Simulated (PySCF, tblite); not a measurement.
**C₇H₉ClP₂: geometry, infrared bands and NMR shifts**

Aim: predict the infrared bands and NMR shifts of C₇H₉ClP₂ (`CC(C)c1ccpc(Cl)p1`).

The runs use tblite 0.8.0 and PySCF 2.14.0, with density-fitted response routines of our own; the level of theory stands in each step. All values are computed, except where a source is named. Atoms are numbered from 0 throughout.

## (1) Starting geometry

19 atoms, charge 0, multiplicity 1; geometry from: force field or distance geometry start.

Bonds of the start (Å): C0–C1 1.51, C1–C2 1.49, C1–C3 1.50, C3–C4 1.36, C4–C5 1.37, C5–P6 1.73, P6–C7 1.73, C7–Cl8 1.75, C7–P9 1.72, P9–C3 1.75, C0–H10 1.10, C0–H11 1.13, C0–H12 1.12, C1–H13 1.11, C2–H14 1.10, C2–H15 1.11, C2–H16 1.11, C4–H17 1.09, C5–H18 1.10.

## (2) Geometry optimisation with GFN2-xTB

What the job is given:

```
{"job": {"kind": "relax", "xc": "GFN2-xTB", "basis": "xTB"}, "charge": 0, "multiplicity": 1}
C     -1.733600     0.195500     1.309900
C     -1.259700     0.184300    -0.124300
C     -1.724500    -0.968800    -0.938300
C      0.236800     0.199500    -0.114200
C      0.909900     1.275500    -0.612900
C      2.274600     1.387700    -0.662800
P      3.411700     0.215300    -0.087700
C      2.713300    -1.207900     0.597700
Cl     3.747900    -2.475800     1.210000
P      0.991500    -1.218400     0.583100
H     -1.008200    -0.358200     1.924200
H     -1.703500     1.278300     1.630600
H     -2.777700    -0.187800     1.422500
H     -1.640400     1.126700    -0.576300
H     -0.830100    -1.392000    -1.428600
H     -2.469500    -0.629100    -1.688600
H     -2.163300    -1.795900    -0.350800
H      0.293900     2.079700    -1.014400
H      2.721300     2.300800    -1.086600
```

The run is started by

```
$ OMP_NUM_THREADS=1 python probes_run.py task.json out
```

The driver reads the jobs from task.json and runs them one after another.

**Question.** This job is followed by: GFN2-xTB harmonic vibrations, gas phase; GIAO PBE0/pcSseg-1 NMR shielding, non-relativistic, gas phase. What will the session give for the following? strongest single infrared mode (GFN2-xTB); zero-point energy (GFN2-xTB); 13C shifts against TMS (PBE0/pcSseg-1, means over atoms taken as alike); 1H shifts against TMS (PBE0/pcSseg-1, means over atoms taken as alike); 31P shifts against H3PO4 (PBE0/pcSseg-1); 35Cl shifts against HCl (PBE0/pcSseg-1); surface potential, 1st and 99th percentile.

**Answer**, as computed:

| quantity | value |
| --- | --- |
| strongest single infrared mode (GFN2-xTB) | 3016 cm⁻¹, 81 km/mol |
| zero-point energy (GFN2-xTB) | 87.9 kcal/mol |
| 13C shifts against TMS (PBE0/pcSseg-1, means over atoms taken as alike) | 222.8, 198.8, 166.4, 136.3, 46.9, 32.5 ppm |
| 1H shifts against TMS (PBE0/pcSseg-1, means over atoms taken as alike) | 9.14, 8.00, 2.91, 1.60 ppm |
| 31P shifts against H3PO4 (PBE0/pcSseg-1) | 267.8, 246.7 ppm |
| 35Cl shifts against HCl (PBE0/pcSseg-1) | 349 ppm |
| surface potential, 1st and 99th percentile | -0.60 V and 1.11 V |

**Reading.** Relaxing lowered the energy by 1.134 eV in 77 steps; the close pair that moved most is C1–C2, from 1.486 to 1.528 Å. No mode is imaginary among the 51: a minimum at this level. The strongest single mode, at 3016 cm⁻¹, moves mainly H16 and H10. Unscaled tight-binding wavenumbers are off by several per cent, some by more. Its intensities can rank the bands wrongly. NICS(1)zz of -22 ppm above the planar ring from C3 marks a diatropic (aromatic) ring current. At PBE0/pcSseg-1, counted by nearest atom on the grid, the HOMO lies on P6 33 %; C3 18 %, the LUMO on P9 28 %; C3, C5 about 18 % each.
